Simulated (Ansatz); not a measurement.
**GaHF radical (SMILES [F][GaH]): single points off equilibrium**

A test off equilibrium: a structure displaced at random from a GFN2-xTB minimum is computed at several levels, and each is set against CCSD(T).

Method: single points in def2-TZVPP; program: Ansatz 0.2.0, Gaussian basis.

Cores are frozen in the correlated methods. Filled d shells of the heavier atoms are correlated. Orbitals are unrestricted.

**1. Starting geometry**

SMILES `[F][GaH]`, 3 atoms, charge 0, spin multiplicity 2.

Atoms are counted from 1 here; the program's logs count them from 0.

Bond lengths: F1–Ga2 1.773 Å, Ga2–H3 1.926 Å. Angles: F1–Ga2–H3 107.5°.

Geometry (Å):

```
F    -1.2760    0.4637   -0.6556
Ga    0.2736    0.6134    0.1932
H     1.0052   -1.1582    0.3773
```

**2. CCSD(T)/def2-TZVPP**

File run/in.yaml:

```yaml
crystal:
  periodic: [false, false, false]
  atoms:
    - {symbol: F, position_ang: [-1.276000, 0.463700, -0.655600]}
    - {symbol: Ga, position_ang: [0.273600, 0.613400, 0.193200]}
    - {symbol: H, position_ang: [1.005200, -1.158200, 0.377300]}
basis:
  gaussian: {orbitals: def2-TZVPP}
magnetization: {spin_polarized: true, initial_magnetization: 1}
correlation: {method: ccsd_t}
scf: {omitted_lower_state_checks: [cluster_reference]}
output: {forces: true}
```

No record of the launch command was kept for these runs.

**3. PBE0-D4/def2-TZVPP**

run/in.yaml, as its differences from that of step 2:

```diff
@@ -9,4 +9,3 @@
 magnetization: {spin_polarized: true, initial_magnetization: 1}
-correlation: {method: ccsd_t}
-scf: {omitted_lower_state_checks: [cluster_reference]}
-output: {forces: true}
+hamiltonian: {xc: pbe0, dispersion: d4}
+output: {forces: true, orbitals: {seedname: orbitals}}
```

**4. wB97M-V/def2-TZVPP**

run/in.yaml, as its differences from that of step 3:

```diff
@@ -9,3 +9,3 @@
 magnetization: {spin_polarized: true, initial_magnetization: 1}
-hamiltonian: {xc: pbe0, dispersion: d4}
-output: {forces: true, orbitals: {seedname: orbitals}}
+hamiltonian: {xc: {name: wB97M-V}}
+output: {forces: true}
```

**5. r2SCAN-D4/def2-TZVPP**

run/in.yaml, as its differences from that of step 4:

```diff
@@ -9,3 +9,3 @@
 magnetization: {spin_polarized: true, initial_magnetization: 1}
-hamiltonian: {xc: {name: wB97M-V}}
+hamiltonian: {xc: r2scan, dispersion: d4}
 output: {forces: true}
```

**6. PBE-D4/def2-TZVPP**

run/in.yaml, as its differences from that of step 5:

```diff
@@ -9,3 +9,3 @@
 magnetization: {spin_polarized: true, initial_magnetization: 1}
-hamiltonian: {xc: r2scan, dispersion: d4}
+hamiltonian: {xc: pbe, dispersion: d4}
 output: {forces: true}
```

**7. LC-wPBE/def2-TZVPP**

run/in.yaml, as its differences from that of step 6:

```diff
@@ -9,3 +9,3 @@
 magnetization: {spin_polarized: true, initial_magnetization: 1}
-hamiltonian: {xc: pbe, dispersion: d4}
+hamiltonian: {xc: {name: LC-wPBE}}
 output: {forces: true}
```

**8. BLYP-D4/def2-TZVPP**

run/in.yaml, as its differences from that of step 7:

```diff
@@ -9,3 +9,3 @@
 magnetization: {spin_polarized: true, initial_magnetization: 1}
-hamiltonian: {xc: {name: LC-wPBE}}
+hamiltonian: {xc: {name: BLYP}, dispersion: d4}
 output: {forces: true}
```

(Steps that only read results are left out.)

What does the calculation give? Wanted: energy less free atoms, CCSD(T)/def2-TZVPP; RMS force component; RMS force error; HOMO and LUMO, PBE0-D4; T1 diagnostic.

The runs gave:

| quantity | value |
| --- | --- |
| energy less free atoms, CCSD(T)/def2-TZVPP | -647.4 kJ/mol |
| RMS force component | 0.633 to 0.879 eV/Å over the methods |
| RMS force error | PBE0-D4 0.089, wB97M-V 0.086, r2SCAN-D4 0.095, PBE-D4 0.337, LC-wPBE 0.099, BLYP-D4 0.498 eV/Å |
| HOMO and LUMO, PBE0-D4 | -6.94 and -3.56 eV |
| T1 diagnostic | 0.019 |

**Reading.** Against CCSD(T) the functionals' energies less atoms differ by -34.9 to -2.3 kJ/mol, PBE-D4 by -34.9 kJ/mol. CCSD(T) in triple zeta still lacks some correlation energy of the bonds, so part of these gaps is its own basis error and they don't rank the functionals. The forces of wB97M-V come nearest to CCSD(T), those of BLYP-D4 are farthest.
